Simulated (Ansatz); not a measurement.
**YS: squeezing one contact**

One table from this session's results is given with a row withheld; the runs are named, their logs left out.

Method: DFT PBEsol, with the methods named in each step, in Ansatz 0.2.0.

1 further run of the same task is left out (it didn't finish). Runs told in other sessions of the task aren't counted.

## The system as given

Symmetry: Fm-3m, No. 225, cubic system. The conventional cell has a = 5.487 Å, b = 5.487 Å, c = 5.487 Å, α = 90.00°, β = 90.00°, γ = 90.00°. Y (site symmetry m-3m) is surrounded by 6 S at 2.74 Å. S (site symmetry m-3m) is surrounded by 6 Y at 2.74 Å.

Coordinates:

```xyz
2
Lattice="0.0000 2.7437 2.7437 2.7437 0.0000 2.7437 2.7437 2.7437 0.0000" Properties=species:S:1:pos:R:3 pbc="T T T"
Y     2.7437    2.7437    2.7437
S     0.0000    0.0000    0.0000
```

Atoms are numbered in the order of the input: Y1, S2.

Set-up of the first run:

input.yaml

```yaml
crystal:
  lattice:
    - [0.0, 2.74365, 2.74365]
    - [2.74365, 0.0, 2.74365]
    - [2.74365, 2.74365, 0.0]
  atoms:
    - { symbol: "Y", position: [0.5, 0.5, 0.5] }
    - { symbol: S, position: [0.0, 0.0, 0.0] }
kpoints:
  mp_grid: { grid: [7, 7, 7] }
scf:
  occupations: { method: fermi_dirac, width: 0.03 }
hamiltonian:
  xc: pbesol
  pseudopotentials: { kind: paw }
output:
  forces: true
  stress: true
  eigenvalues: true
  populations: true
  write_density: true
  write_potential: true
  elf: true
  volumetric_format: npy
```

The run is started by

```console
$ ansatz run input.yaml --threads 1 --pin off --max-ram 2048MiB --backend cpu --events-out ev --progress --plain --runs-dir out
```

Steps of the session up to this table: Shortest bond scaled by 1, PAW; Shortest bond scaled by 0.94, PAW; Shortest bond scaled by 0.82, PAW; Shortest bond scaled by 0.76, PAW; Shortest bond scaled by 0.58, PAW; Shortest bond scaled by 0.58, PAW (source ansatz).

One of the session's tables, all rows but one given; the rest of the session is left out.

| method | length (Å) | F from the given length (eV/cell) | force along the bond (eV/Å) | pressure (GPa) | largest force (eV/Å) |
| --- | --- | --- | --- | --- | --- |
| PAW | 1.591 | 15.520 | 53.394 | 104.71 | 53.394 |
| PAW | 2.085 | ? | ? | ? | ? |
| PAW | 2.250 | 1.122 | 5.488 | 10.93 | 5.488 |
| PAW | 2.579 | 0.100 | 1.259 | -0.24 | 1.259 |
| PAW | 2.744 | 0.000 | 0.000 | -1.46 | 0.000 |
| PAW (source ansatz) | 1.591 | – | 53.188 | 104.30 | 53.188 |

Q: Estimate the row for PAW, 2.085 from the others.

**Answer.** F from the given length (eV/cell): 2.389; force along the bond (eV/Å): 10.270; pressure (GPa): 22.54; largest force (eV/Å): 10.270.

To keep in mind: Warnings in the runs' records: written density without core change.
